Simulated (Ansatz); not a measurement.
# AgO+ (singlet): the correlation ladder, def2-SVP

The task here is to estimate one member of a computed series from the others.

Computed with Ansatz 0.2.0, Gaussian basis. Level: def2-SVP, core rule «outside noble gas», up to 5 orbitals frozen.

The runs, in order: UHF; CCSD(T) on RHF; CCSD(T) on UHF; CISD; CCSDT(Q) on RHF; CCSDT(Q) on UHF.

15 further runs of the same task are left out: 4 for a known fault of the program, 4 that didn't finish, 7 set aside as unsound or not needed.

## The geometry

The geometry is a PBE0/def2-TZVP stationary point (not a proven minimum) of the parent state, kept for this charge and spin. No spin-orbit coupling is included. Elements past krypton take def2 core potentials.

2 atoms, charge 1, spin multiplicity 1.

Atoms are counted from 1 here; the program's logs count them from 0.

Bond lengths: Ag1–O2 2.250 Å.

Set-up of the first run:

in.yaml

```yaml
crystal:
  periodic: [false, false, false]
  atoms:
    - {symbol: Ag, position_ang: [0.000000, 0.000000, 0.000000]}
    - {symbol: O, position_ang: [0.000000, 0.000000, 2.250400]}
basis:
  gaussian: {orbitals: def2-SVP}
total_charge: 1
magnetization: {spin_polarized: true, initial_magnetization: 0}
hamiltonian: {xc: hf}
output: {orbitals: {seedname: orbitals}}
```

Launch:

```sh
$ ansatz run in.yaml --threads 1 --pin off --events-out ev --progress --plain --max-ram 2393MiB
```

Among the steps run: UHF; CCSD(T) on RHF; CCSD(T) on UHF; CISD; CCSDT(Q) on RHF; CCSDT(Q) on UHF.

One of the session's tables, all rows but one given; the rest of the session is left out.

```
   method  from RCCSDT(Q) (meV)
      RHF              +10390.9
      UHF               +7946.9
     RMP2               +1277.2
     UMP2                -646.6
     CISD               +1427.4
    RCCSD                +558.4
    UCCSD               -1331.6
 RCCSD(T)                +233.1
 UCCSD(T)               -1763.8
   RCCSDT                 +41.7
   UCCSDT                     ?
RCCSDT(Q)                     0
UCCSDT(Q)               -2181.6
```

Q: Estimate the row for UCCSDT from the others.

As computed: from RCCSDT(Q) (meV): -2137.2. In the column «from RCCSDT(Q) (meV)» it lies between UCCSDT(Q) (-2181.6) and UCCSD(T) (-1763.8).

The program flags UCCSD(T), RCCSDT(Q), UCCSDT(Q) as in doubt (see the logs), so the zero of the table is itself unsure.

Limits of these values: The determinant is far from a pure spin state, so its energy mixes those of several spin states (harmless only where they are near-degenerate, as at dissociation). The report flags that the cluster equations may have other roots. The program flags UCCSD(T), RCCSDT(Q), UCCSDT(Q) as in doubt, so the zero of the table is itself unsure. Warnings: restricted reference is unstable; spin contamination. Restricted and unrestricted rows rest on different reference determinants; where their highest levels disagree by more than a few hundredths of an eV, they describe different states and don't form one ladder.
